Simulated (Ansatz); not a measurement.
# C₂H₈OSeSi: vertical ionisation energy

How much energy removes an electron from C₂H₈OSeSi at fixed geometry? The cation is run at each level and the neutral's energy taken from earlier runs.

The runs use Ansatz 0.2.0, Gaussian basis; unrestricted cation, the program's frozen cores in correlated methods.

The runs, in order: UKS PBE-D4/def2-TZVPP; UKS r2SCAN-D4/def2-TZVPP; UKS PBE0-D4/def2-TZVPP; UKS B3LYP-D4/def2-TZVPP; UKS wB97X-V/def2-TZVPP; UKS wB97M-V/def2-TZVPP; UKS B2PLYP/def2-TZVPP; UHF-CCSD(T)/def2-TZVPP; UHF-MP2/def2-QZVPP; extrapolation to the limit; then −ε(HOMO) from the neutral's earlier runs with LDA (SPW92), PBE-D4, revPBE-D4, BLYP-D4, r2SCAN-D4, B97M-V, PBE0-D4, B3LYP-D4, r2SCANh-D4, r2SCAN0-D4, HSE06-D4, BHLYP-D4, CAM-B3LYP-D4, LC-ωPBE, ωB97X-V, ωB97M-V.

## 1. The relaxed structure

All runs share one geometry, relaxed beforehand with PBE0-D4 in a triple-zeta def2 set.

SMILES `CO[SiH](C)[SeH]`, 13 atoms, charge 0, spin multiplicity 1.

Atoms are counted from 1 here; the program's logs count them from 0.

Bond lengths: C1–O2 1.409 Å, C1–H6 1.091 Å, C1–H7 1.096 Å, C1–H8 1.097 Å, O2–Si3 1.643 Å, Si3–C4 1.861 Å, Si3–Se5 2.270 Å, Si3–H9 1.490 Å, C4–H10 1.092 Å, C4–H11 1.093 Å, C4–H12 1.094 Å, Se5–H13 1.469 Å. Angles: O2–C1–H6 108.2°, O2–C1–H7 111.6°, O2–C1–H8 111.7°, H6–C1–H7 108.4°, H6–C1–H8 108.4°, H7–C1–H8 108.6°, C1–O2–Si3 122.8°, O2–Si3–C4 111.2°, O2–Si3–Se5 108.5°, O2–Si3–H9 109.8°, C4–Si3–Se5 111.8°, C4–Si3–H9 110.6°, Se5–Si3–H9 104.7°, Si3–C4–H10 110.3°, Si3–C4–H11 110.9°, Si3–C4–H12 110.8°, H10–C4–H11 108.4°, H10–C4–H12 108.2° and more.

## 2. Cation, UKS PBE-D4/def2-TZVPP

Contents of in.yaml:

```yaml
crystal:
  periodic: [false, false, false]
  atoms:
    - {symbol: C, position_ang: [-1.698499, 0.698781, 0.960494]}
    - {symbol: O, position_ang: [-0.490720, 1.114070, 0.365393]}
    - {symbol: Si, position_ang: [0.285630, 0.232727, -0.783249]}
    - {symbol: C, position_ang: [0.857964, -1.401931, -0.102614]}
    - {symbol: Se, position_ang: [2.014897, 1.462410, -1.589801]}
    - {symbol: H, position_ang: [-2.073445, 1.516997, 1.577405]}
    - {symbol: H, position_ang: [-1.551772, -0.178030, 1.601599]}
    - {symbol: H, position_ang: [-2.458639, 0.457485, 0.207579]}
    - {symbol: H, position_ang: [-0.611856, 0.028686, -1.954529]}
    - {symbol: H, position_ang: [1.358588, -1.981700, -0.880833]}
    - {symbol: H, position_ang: [1.558736, -1.256832, 0.722975]}
    - {symbol: H, position_ang: [0.010560, -1.986157, 0.267592]}
    - {symbol: H, position_ang: [2.819055, 1.258894, -0.377110]}
basis:
  gaussian: {orbitals: def2-TZVPP}
total_charge: 1
magnetization: {spin_polarized: true, initial_magnetization: 1}
hamiltonian: {xc: pbe, dispersion: d4}
```

Run with:

```bash
> ansatz run in.yaml --threads 2 --pin off --events-out ev --progress --plain --max-ram 32768MiB --backend cuda --devices 0, --max-vram 18GiB
```

Further steps of the session: Cation, UKS r2SCAN-D4/def2-TZVPP; Cation, UKS PBE0-D4/def2-TZVPP; Cation, UKS B3LYP-D4/def2-TZVPP; Cation, UKS wB97X-V/def2-TZVPP; Cation, UKS wB97M-V/def2-TZVPP; Cation, UKS B2PLYP (frozen core)/def2-TZVPP; Cation, UHF-CCSD(T)/def2-TZVPP; Cation, UHF-MP2/def2-QZVPP.

Q: Predict the results of all the runs planned. Wanted: ionisation energy, CCSD(T)/CBS; nearest functional by difference; nearest −ε(HOMO); −ε(HOMO) of PBE; T1 of the cation.

**Answer**, as computed:

| quantity | value |
| --- | --- |
| ionisation energy, CCSD(T)/CBS | 9.41 eV |
| nearest functional by difference | ωB97X-V (-0.18 eV) |
| nearest −ε(HOMO) | ωB97X-V (-0.12 eV) |
| −ε(HOMO) of PBE | 5.84 eV |
| T1 of the cation | 0.011 |

What this shows: Energy differences with functionals land within 0.51 eV of the reference. The PBE orbital energy is 3.6 eV too small: a semilocal HOMO is no ionisation energy. Among orbital estimates ωB97X-V comes nearest. Hartree-Fock falls 1.25 eV short, as the neutral has more correlation energy than the cation. Correlated methods include outer-core shells of Se, which these sets cover unevenly. With outer-core shells in play the reference is unsure by up to some tenths of an eV, so close misses can't be ranked.
